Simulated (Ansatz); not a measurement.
# FH4N2Si radical: how energies converge with the basis set

One table from this session's results is given with a row withheld; the runs are named, their logs left out.

The runs use Ansatz 0.2.0, Gaussian basis; one geometry, several basis sets.

The runs, in order: PBE0-D4/def2-SVP; ωB97M-V/def2-SVP; PBE0-D4/def2-QZVPP; ωB97M-V/def2-QZVPP; CCSD(T)/cc-pV(D+d)Z; CCSD(T)/cc-pV(T+d)Z; CCSD(T)/cc-pV(Q+d)Z; the functionals' def2-TZVPP values are taken from earlier runs.

### The relaxed structure

The geometry comes from an earlier relaxation with PBE0-D4 in a triple-zeta def2 set; it is a stationary point, not always the lowest conformer.

SMILES `[NH][SiH](N)F`, 8 atoms, charge 0, spin multiplicity 2.

Atoms are counted from 1 here; the program's logs count them from 0.

Bond lengths: N1–Si2 1.736 Å, N1–H5 1.022 Å, Si2–N3 1.693 Å, Si2–F4 1.601 Å, Si2–H6 1.474 Å, N3–H7 1.005 Å, N3–H8 1.005 Å. Angles: Si2–N1–H5 115.2°, N1–Si2–N3 109.9°, N1–Si2–F4 107.9°, N1–Si2–H6 110.9°, N3–Si2–F4 112.9°, N3–Si2–H6 108.0°, F4–Si2–H6 107.2°, Si2–N3–H7 124.8°, Si2–N3–H8 122.2°, H7–N3–H8 112.9°.

The first run:

in.yaml reads:

```yaml
crystal:
  periodic: [false, false, false]
  atoms:
    - {symbol: N, position_ang: [-0.894172, -0.788686, -1.267925]}
    - {symbol: Si, position_ang: [-0.537961, 0.070638, 0.198101]}
    - {symbol: N, position_ang: [1.124346, 0.009733, 0.514006]}
    - {symbol: F, position_ang: [-1.087685, 1.566123, 0.037469]}
    - {symbol: H, position_ang: [-0.604798, -0.320210, -2.128328]}
    - {symbol: H, position_ang: [-1.242372, -0.530820, 1.344431]}
    - {symbol: H, position_ang: [1.843816, 0.236914, -0.150296]}
    - {symbol: H, position_ang: [1.490926, -0.300895, 1.396941]}
basis:
  gaussian: {orbitals: def2-SVP}
magnetization: {spin_polarized: true, initial_magnetization: 1}
hamiltonian: {xc: pbe0, dispersion: d4}
output: {orbitals: {seedname: orbitals}}
```

On the command line:

```bash
$ ansatz run in.yaml --threads 2 --pin off --events-out ev --progress --plain --max-ram 32768MiB --backend cpu
```

Among the steps run: PBE0-D4 in def2-SVP; ωB97M-V in def2-SVP; PBE0-D4 in def2-QZVPP; ωB97M-V in def2-QZVPP.

One of the session's tables, all rows but one given; the rest of the session is left out.

| functional | basis | HOMO (eV) | LUMO (eV) |
| --- | --- | --- | --- |
| PBE0-D4 | def2-SVP | -7.74 | -3.05 |
| PBE0-D4 | def2-TZVPP | -8.04 | -3.34 |
| PBE0-D4 | def2-QZVPP | ? | ? |
| ωB97M-V | def2-SVP | -10.14 | -0.89 |
| ωB97M-V | def2-TZVPP | -10.39 | -1.29 |
| ωB97M-V | def2-QZVPP | -10.45 | -1.38 |

Q: Estimate the row for PBE0-D4, def2-QZVPP from the others.

The run gave: HOMO (eV): -8.09; LUMO (eV): -3.41. In the column «HOMO (eV)» it lies between ωB97M-V, def2-SVP (-10.14) and PBE0-D4, def2-TZVPP (-8.04).
